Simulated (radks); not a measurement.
# The Coulomb parameter U of the 4f shell of Pr³⁺

Aim: U as the second difference [E(n + 0.25) + E(n − 0.25) − 2E(n)]/0.25², with all orbitals relaxed. Bare: the atom's charge changes with n. Screened: the 5d shell takes up the change. The start is a model configuration, not necessarily the ground state.

Method: Dirac Kohn-Sham, LDA (Slater exchange, Perdew-Wang correlation), spin-unpolarised, spherical densities, finite nucleus; open shells are shared between the two j in proportion to 2j + 1. Code: radks (a radial shooting solver on a logarithmic mesh, Libxc functionals) version 1.

## Step 1: The system

```
element            : praseodymium (Z = 59)
charge             : +3
electrons          : 56
configuration      : [Xe] 4f0.5 5d1.5
nuclear rms radius : 4.8919 fm
```

## Step 2: Start: [Xe] 4f0.5 5d1.5

The run's settings:

```text
Z 59
configuration [Xe] 4f0.5 5d1.5
relativity Dirac
functional lda,pw
spin unpolarised
j_filling average
nucleus finite rms 4.8919 fm
c 137.035999084
```

## Step 3: Bare +0.25: [Xe] 4f0.75 5d1.5

Input: that of step 2 with these lines changed.

```diff
@@ -1,3 +1,3 @@
 Z 59
-configuration [Xe] 4f0.5 5d1.5
+configuration [Xe] 4f0.75 5d1.5
 relativity Dirac
```

## Step 4: Bare -0.25: [Xe] 4f0.25 5d1.5

Input: that of step 3 with these lines changed.

```diff
@@ -1,3 +1,3 @@
 Z 59
-configuration [Xe] 4f0.75 5d1.5
+configuration [Xe] 4f0.25 5d1.5
 relativity Dirac
```

## Step 5: Screened +0.25: [Xe] 4f0.75 5d1.25

Input: that of step 4 with these lines changed.

```diff
@@ -1,3 +1,3 @@
 Z 59
-configuration [Xe] 4f0.25 5d1.5
+configuration [Xe] 4f0.75 5d1.25
 relativity Dirac
```

## Step 6: Screened -0.25: [Xe] 4f0.25 5d1.75

Input: that of step 5 with these lines changed.

```diff
@@ -1,3 +1,3 @@
 Z 59
-configuration [Xe] 4f0.75 5d1.25
+configuration [Xe] 4f0.25 5d1.75
 relativity Dirac
```

**Question.** What will these runs give?

As calculated:

| quantity | value (eV) |
| --- | --- |
| U, bare | 19.120 |
| U, screened by 5d | 5.706 |

What this shows: Letting 5d compensate leaves 30 % of the bare value; this second difference measures U(4f,4f) + U(5d,5d) − 2U(4f,5d). A solid screens further than the bare atom, so the bare value is an upper guide for the U of a crystal.
